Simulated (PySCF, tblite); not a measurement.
# C₈H₇ClO₂: geometry, infrared bands and NMR shifts

What infrared bands and NMR shifts should C₈H₇ClO₂ (`O=C(Cl)c1cc(C2CC2)co1`) show?

The runs use tblite 0.8.0 and PySCF 2.14.0, with density-fitted response routines of our own; the level of theory stands in each step. All values are computed, except where a source is named. Atoms are numbered from 0 throughout.

## Step 1: The molecule as given

18 atoms, charge 0, multiplicity 1; geometry from: force field or distance geometry start.

Bonds of the start (Å): O0–C1 1.26, C1–Cl2 1.77, C1–C3 1.47, C3–C4 1.38, C4–C5 1.39, C5–C6 1.48, C6–C7 1.51, C7–C8 1.48, C5–C9 1.38, C9–O10 1.33, O10–C3 1.32, C8–C6 1.52, C4–H11 1.08, C6–H12 1.09, C7–H13 1.12, C7–H14 1.11, C8–H15 1.14, C8–H16 1.10, C9–H17 1.10.

## Step 2: Optimising the geometry with GFN2-xTB

The job: settings as JSON, then the geometry in Å.

```
{"job": {"kind": "relax", "xc": "GFN2-xTB", "basis": "xTB"}, "charge": 0, "multiplicity": 1}
O      3.776200     1.812000    -0.991200
C      3.527900     0.742000    -0.372500
Cl     4.825500    -0.218600     0.361900
C      2.142800     0.278600    -0.243400
C      1.014600     0.900500    -0.736300
C     -0.064200     0.095400    -0.377200
C     -1.489200     0.357100    -0.694400
C     -2.287500    -0.918000    -0.815500
C     -2.522200    -0.033800     0.352100
C      0.471300    -0.964700     0.332600
O      1.796100    -0.830800     0.392700
H      0.943500     1.817800    -1.307200
H     -1.769200     1.250300    -1.254000
H     -2.977800    -0.913500    -1.699800
H     -1.732400    -1.869300    -0.719500
H     -3.513300     0.525900     0.362100
H     -2.094100    -0.205800     1.348600
H     -0.056700    -1.818600     0.784500
```

Run with:

```sh
$ OMP_NUM_THREADS=1 python probes_run.py task.json out
```

This one command runs all jobs of the session in turn.

**Question.** This job is followed by: GFN2-xTB harmonic vibrations, gas phase; GIAO PBE0/pcSseg-1 NMR shielding, non-relativistic, gas phase. What will the session give for the following? strongest single infrared mode (GFN2-xTB); zero-point energy (GFN2-xTB); 13C shifts against TMS (PBE0/pcSseg-1, means over atoms taken as alike); 1H shifts against TMS (PBE0/pcSseg-1, means over atoms taken as alike); 17O shifts against H2O (PBE0/pcSseg-1); 35Cl shifts against HCl (PBE0/pcSseg-1).

As calculated:

| quantity | value |
| --- | --- |
| strongest single infrared mode (GFN2-xTB) | 1786 cm⁻¹, 529 km/mol |
| zero-point energy (GFN2-xTB) | 81.5 kcal/mol |
| 13C shifts against TMS (PBE0/pcSseg-1, means over atoms taken as alike) | 163.9, 150.4, 146.6, 142.9, 131.0, 16.0, 10.1 ppm |
| 1H shifts against TMS (PBE0/pcSseg-1, means over atoms taken as alike) | 7.75, 7.17, 1.66, 1.20, 0.53 ppm |
| 17O shifts against H2O (PBE0/pcSseg-1) | 532.3, 311.8 ppm |
| 35Cl shifts against HCl (PBE0/pcSseg-1) | 422 ppm |

In words: The optimisation took 49 steps and gained 0.611 eV; among the close pairs (by a distance rule), O0–C1 changed most, from 1.261 to 1.192 Å. No mode is imaginary among the 48: a minimum at this level. The strongest single mode, at 1786 cm⁻¹, moves mainly C1 and O0. GFN2-xTB is a fitted tight-binding method: band positions and strengths are rough. Its intensities can rank the bands wrongly. NICS(1)zz of -24 ppm above the planar ring from C3 marks a diatropic (aromatic) ring current.
